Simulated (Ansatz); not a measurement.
# Bi: the cost of one run

Method: DFT PBEsol, scalar-relativistic, plane waves, PAW, in Ansatz 0.2.0.

## (1) The structure to begin with

Symmetry: Im-3m, No. 229, cubic system. Conventional cell: a = 3.963 Å, b = 3.963 Å, c = 3.963 Å, α = 90.00°, β = 90.00°, γ = 90.00°. Bi (site symmetry m-3m) has 8 Bi at 3.43 Å as nearest neighbours.

Coordinates:

```cif
data_structure
_symmetry_space_group_name_H-M 'P 1'
_symmetry_Int_Tables_number 1
_cell_length_a 3.4319
_cell_length_b 3.4319
_cell_length_c 3.4319
_cell_angle_alpha 109.471
_cell_angle_beta 109.471
_cell_angle_gamma 109.471
_cell_volume 31.12
loop_
_atom_site_label
_atom_site_type_symbol
_atom_site_fract_x
_atom_site_fract_y
_atom_site_fract_z
_atom_site_occupancy
Bi1 Bi 0.00000 0.00000 0.00000 1
```

Source of the structure: the Materials Project (structure only).

(A quick probe on a coarse mesh, which set the mesh and smearing, is not shown.)

## (3) The relaxation

Input file input.yaml:

```yaml
crystal:
  lattice:
    - [-1.9814305318, 1.9814305318, 1.9814305318]
    - [1.9814305318, -1.9814305318, 1.9814305318]
    - [1.9814305318, 1.9814305318, -1.9814305318]
  atoms:
    - { symbol: Bi, position: [0.0, 0.0, 0.0] }
basis:
  ecutwfc: 420
kpoints:
  mp_grid: { grid: [16, 16, 16] }
hamiltonian:
  xc: pbesol
scf:
  occupations: { method: gaussian, width: 0.1 }
output:
  forces: true
  stress: true
  eigenvalues: true
relax:
  adjacent_minimum: "off"
  f_tol: 0.005
  max_steps: 80
  cell: { stress_tol: 0.05 }
```

Command:

```sh
ansatz run input.yaml --threads 1 --pin off --max-ram 2560MiB --backend cpu --events-out ev --progress --plain --runs-dir out
```

**Question.** How long does this run take on 1 thread of Intel Xeon Platinum 8259CL at 2.50GHz (Skylake/Cascade Lake), shared host, and how much memory does it need?

About 17 s, with a peak of 0.41 GiB.
